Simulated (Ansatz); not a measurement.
Geometry optimisation, DFT PBE-D3(BJ), scalar-relativistic, plane waves, PAW in Ansatz.

Input file:

```yaml
crystal:
  lattice:
    - [-4.007682, 4.007682, 4.007682]
    - [4.007682, -4.007682, 4.007682]
    - [4.007682, 4.007682, -4.007682]
  atoms:
    - { symbol: Ba, position: [0.49999995, 0.49999995, 0.49999995] }
    - { symbol: Ti, position: [0.0, 0.0, 0.0] }
    - { symbol: O, position: [0.0, 0.24999998, 0.24999998] }
    - { symbol: O, position: [0.24999998, 0.0, 0.24999998] }
    - { symbol: O, position: [0.24999998, 0.24999998, 0.0] }
    - { symbol: Ba, position: [0.0, 0.0, 0.49999995] }
    - { symbol: Ti, position: [0.49999995, 0.49999995, 0.0] }
    - { symbol: O, position: [0.49999995, 0.74999993, 0.24999998] }
    - { symbol: O, position: [0.74999993, 0.49999995, 0.24999998] }
    - { symbol: O, position: [0.74999993, 0.74999993, 0.0] }
    - { symbol: Ba, position: [0.0, 0.49999995, 0.0] }
    - { symbol: Ti, position: [0.49999995, 0.0, 0.49999995] }
    - { symbol: O, position: [0.49999995, 0.24999998, 0.74999993] }
    - { symbol: O, position: [0.74999993, 0.0, 0.74999993] }
    - { symbol: O, position: [0.74999993, 0.24999998, 0.49999995] }
    - { symbol: Ba, position: [0.49999995, 0.0, 0.0] }
    - { symbol: Ti, position: [0.0, 0.49999995, 0.49999995] }
    - { symbol: O, position: [0.0, 0.74999993, 0.74999993] }
    - { symbol: O, position: [0.24999998, 0.49999995, 0.74999993] }
    - { symbol: O, position: [0.24999998, 0.74999993, 0.49999995] }
    - { symbol: F, position: [0.74570006, 0.7366179, 0.49620045] }
total_charge: -1
basis:
  ecutwfc: 420.0
kpoints:
  mp_grid: { grid: [2, 2, 2] }
hamiltonian:
  xc: pbe
  dispersion: d3bj
scf:
  occupations: { method: gaussian, width: 0.05 }
  lower_state_search: "off"
relax:
  f_tol: 0.03
  max_steps: 60
  adjacent_minimum: "off"
```

Run as:

```bash
$ ansatz run input.yaml --threads 2 --pin off --max-ram 5120MiB --backend cpu --events-out ev --progress --plain --runs-dir out
```

Q: Where does it end, and by what steps?

A: The forces met the threshold. Limits of this set-up: coarse k mesh, a small cell, in which the defect meets its images, charged cell in a uniform background, uncorrected. After 13 steps the energy has fallen by 4.553 eV; O9 moved furthest, 0.85 Å. Parted: Ba6–O9 (2.83 → 3.80 Å).

| step | energy less start (eV) | largest force component (eV/Å) | accepted |
| --- | --- | --- | --- |
| 0 | 0.0000 | 6.571 | yes |
| 1 | -2.6587 | 1.631 | yes |
| 2 | -3.2863 | 0.602 | yes |
| 3 | -3.3332 | 0.644 | yes |
| 4 | -3.3965 | 0.290 | yes |
| 5 | -3.4982 | 0.414 | yes |
| 6 | -3.7404 | 0.870 | yes |
| 7 | -3.9414 | 0.848 | yes |
| 8 | -4.2738 | 0.538 | yes |
| 9 | -4.4356 | 0.661 | yes |
| 10 | -4.4449 | 0.848 | yes |
| 11 | -4.5360 | 0.230 | yes |
| 12 | -4.5511 | 0.062 | yes |
| 13 | -4.5526 | 0.020 | yes |

```xyz
21
Lattice="-4.0077 4.0077 4.0077 4.0077 -4.0077 4.0077 4.0077 4.0077 -4.0077" Properties=species:S:1:pos:R:3
Ba 2.217 2.009 1.794
Ti 0.006 -0.030 -0.080
O 2.103 0.142 0.024
O 0.096 2.035 0.017
O 0.119 0.149 2.065
Ba 2.260 1.980 -1.825
Ti 0.181 0.136 3.948
O 2.138 -0.118 4.023
O -0.850 1.943 4.010
O 0.118 0.154 6.034
Ba 1.917 -2.067 2.107
Ti 0.096 3.880 -0.096
O 1.940 3.912 0.013
O 0.081 6.087 -0.003
O 0.073 3.909 2.131
Ba -2.051 1.964 1.867
Ti 3.932 -0.398 -0.023
O 6.194 0.167 0.017
O 4.069 2.276 0.020
O 4.085 -0.098 1.957
F 1.283 2.047 4.006
```

Run time: 39 s on 2 threads of Intel(R) Xeon(R) 6975P-C (Granite Rapids), on a shared host, peak memory 0.83 GiB.
